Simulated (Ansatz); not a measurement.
SnO2, space group I4_1/amd: an equation of state with a fit, run with Ansatz's Python interface.

Script `run_eos.py`:
```python
# -*- coding: utf-8 -*-
import ansatz
from ase.eos import EquationOfState
from ase.units import GPa
import numpy as np

vectors0 = np.array([
    [-2.000069, 2.000069, 5.123679],
    [2.000069, -2.000069, 5.123679],
    [2.000069, 2.000069, -5.123679],
])
sites = [
    ("Sn", [0.75, 0.25, 0.5]),
    ("Sn", [0.0, 0.0, 0.0]),
    ("O", [0.796523, 0.796523, 0.0]),
    ("O", [0.953477, 0.453477, 0.5]),
    ("O", [0.203477, 0.203477, 0.0]),
    ("O", [0.546523, 0.046523, 0.5]),
]


def build(cell):
    crystal = ansatz.Crystal(lattice=ansatz.Lattice.of(cell))
    for symbol, position in sites:
        crystal = crystal.atom(symbol, position)
    return crystal

volumes, energies = [], []
for scale in np.linspace(0.95, 1.07, 5):
    cell = vectors0 * scale ** (1 / 3)
    setup = build(cell).calculation()
    setup = setup.occupations("fixed").scf(tolerance=1e-09)
    setup = setup.functional("lda").basis(500)
    setup = setup.kpoints(8, 8, 8)
    report = setup.run(threads=1).report
    volumes.append(abs(np.linalg.det(cell)) / len(sites))
    energies.append(report["free_energy_ev"] / len(sites))
    print(f"V = {volumes[-1]:8.4f} A^3/atom  F = {energies[-1]:.5f} eV/atom")

eos = EquationOfState(volumes, energies, eos="murnaghan")
v0, e0, bulk = eos.fit()
print(f"V0 = {v0:.4f} A^3/atom, E0 = {e0:.5f} eV/atom, B = {bulk / GPa:.1f} GPa")
```

Its results, one of them left out:

| V (Å³/atom) | F less the lowest row shown (meV/atom) |
| --- | --- |
| 12.981 | 6.95 |
| 13.391 | 0.00 |
| 13.801 | 7.67 |
| 14.211 | ? |
| 14.621 | 57.65 |

What is the missing energy at 14.211 Å³ an atom?

A third-order Birch-Murnaghan fit, E = E0 + (9 V0 B0 / 16) [(t - 1)³ B' + (t - 1)² (6 - 4t)] with t = (V0/V)^(2/3), through the 4 rows shown gives V0 = 13.369 Å³, B0 = 187.7 GPa, B' = 4.85 and E0 = -0.02 meV. At V = 14.211 Å³, t = 0.96009, and the fit interpolates to 27.56 meV. The run gave 27.56 meV, a miss of 0.01 meV.

What to keep in mind:
- Shape and fractional positions are held along the curve, so the bulk modulus is an upper value where they are free to relax.
- This cell is a computed structure, which may not be the phase found in nature.
- Hardware and time: 47 s on 1 thread of Arm Neoverse V2 (shared host), peak memory 0.49 GiB.
